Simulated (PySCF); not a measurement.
# H14NdO7 (Nd(H2O)73+): the cost of one run

The runs use PySCF 2.14.0; B3LYP, Nd lcecp-1-SVP with ECP49, O def2-SVP, H def2-SVP; scalar-relativistic core potentials, no spin–orbit coupling.

1 further run of the same task is left out (for a known fault of the program).

## (1) The starting structure

22 atoms, charge 3, spin multiplicity 1.

Bond lengths: Nd1–O2 2.472 Å, Nd1–O5 2.472 Å, Nd1–O8 2.522 Å, Nd1–O11 2.507 Å, Nd1–O14 2.516 Å, Nd1–O17 2.516 Å, Nd1–O20 2.507 Å, O2–H3 0.979 Å, O2–H4 0.979 Å, O5–H6 0.979 Å, O5–H7 0.979 Å, O8–H9 0.976 Å, O8–H10 0.976 Å, O11–H12 0.976 Å, O11–H13 0.976 Å, O14–H15 0.976 Å, O14–H16 0.976 Å, O17–H18 0.976 Å and more. Angles: O2–Nd1–O5 180.0°, O2–Nd1–O8 90.0°, O2–Nd1–O11 90.0°, O2–Nd1–O14 90.0°, O2–Nd1–O17 90.0°, O2–Nd1–O20 90.0°, O5–Nd1–O8 90.0°, O5–Nd1–O11 90.0°, O5–Nd1–O14 90.0°, O5–Nd1–O17 90.0°, O5–Nd1–O20 90.0°, O8–Nd1–O11 72.1°, O8–Nd1–O14 143.9°, O8–Nd1–O17 143.9°, O8–Nd1–O20 72.1°, O11–Nd1–O14 71.8°, O11–Nd1–O17 144.0°, O11–Nd1–O20 144.2° and more.

Geometry (Å):

```
Nd    0.0000    0.0000    0.0000
O    -0.0010    0.0000    2.4719
H     0.7663    0.0000    3.0796
H    -0.7689    0.0000    3.0789
O    -0.0010    0.0000   -2.4719
H     0.7663    0.0000   -3.0796
H    -0.7689    0.0000   -3.0789
O     2.5217    0.0000    0.0000
H     3.1277    0.0000    0.7651
H     3.1277    0.0000   -0.7651
O     0.7712    2.3855    0.0000
H     0.9410    2.9616    0.7692
H     0.9410    2.9616   -0.7692
O    -2.0332    1.4822    0.0000
H    -2.5024    1.8623    0.7668
H    -2.5024    1.8623   -0.7668
O    -2.0332   -1.4822    0.0000
H    -2.5024   -1.8623    0.7668
H    -2.5024   -1.8623   -0.7668
O     0.7712   -2.3855    0.0000
H     0.9410   -2.9616    0.7692
H     0.9410   -2.9616   -0.7692
```

Formal oxidation states: Nd +3. Each metal's 3 4f electrons lie in its core potential, so multiplicities, spins and levels count the valence alone. An earlier session relaxed this geometry at B3LYP, Nd lcecp-1-SVP with ECP49, O def2-SVP, H def2-SVP (singlet, point group C2v). Its vibrations showed it to be a saddle point, relaxed within its symmetry.

Its energy there is -567.770964 Eh.

## (2) Atoms moved at random, σ = 0.06 Å

File run.py (the lines that set the calculation):

```python
mol = gto.M(atom='''
Nd    -0.03781    -0.04600    -0.08266
O      0.01567    -0.03637     2.51108
H      0.83118    -0.03878     3.06522
H     -0.65598     0.01584     3.10177
O     -0.04644    -0.07407    -2.53887
H      0.75312     0.06360    -3.04822
H     -0.79340    -0.03425    -3.04350
O      2.54218     0.05057    -0.02092
H      3.11758     0.00309     0.78811
H      3.11104    -0.01954    -0.74904
O      0.76923     2.29150     0.02572
H      0.89692     3.07489     0.78308
H      0.84483     2.92933    -0.75437
O     -1.98984     1.47422     0.00448
H     -2.50311     1.82615     0.80718
H     -2.51598     1.90800    -0.77275
O     -2.05760    -1.37572     0.01479
H     -2.54411    -1.76069     0.68855
H     -2.53645    -1.94759    -0.85378
O      0.86954    -2.41119     0.00962
H      0.94324    -3.03200     0.80092
H      0.98633    -2.86097    -0.73640''',
    basis={'Nd': 'lcecp-1-SVP', 'O': 'def2-SVP', 'H': 'def2-SVP'},
    ecp={'Nd': 'lcecp-1-SVP'},
    charge=3, spin=0)
mf = dft.RKS(mol, xc='B3LYP')
mf.grids.atom_grid = (50, 194)  # f atoms: unpruned, at least (60, 302)
mf = mf.density_fit()  # fitting sets: Nd AutoAux, O def2-universal-JKFIT, H def2-universal-JKFIT
mf.conv_tol = 1e-08; mf.max_cycle = 55
mf.kernel(dm0)  # dm0: the density of the relaxed state
```

Command:

```
$ OMP_NUM_THREADS=4 python run.py
```

**Question.** How long does this run take on 4 threads of Arm Neoverse V1, shared host?

About 2 min.
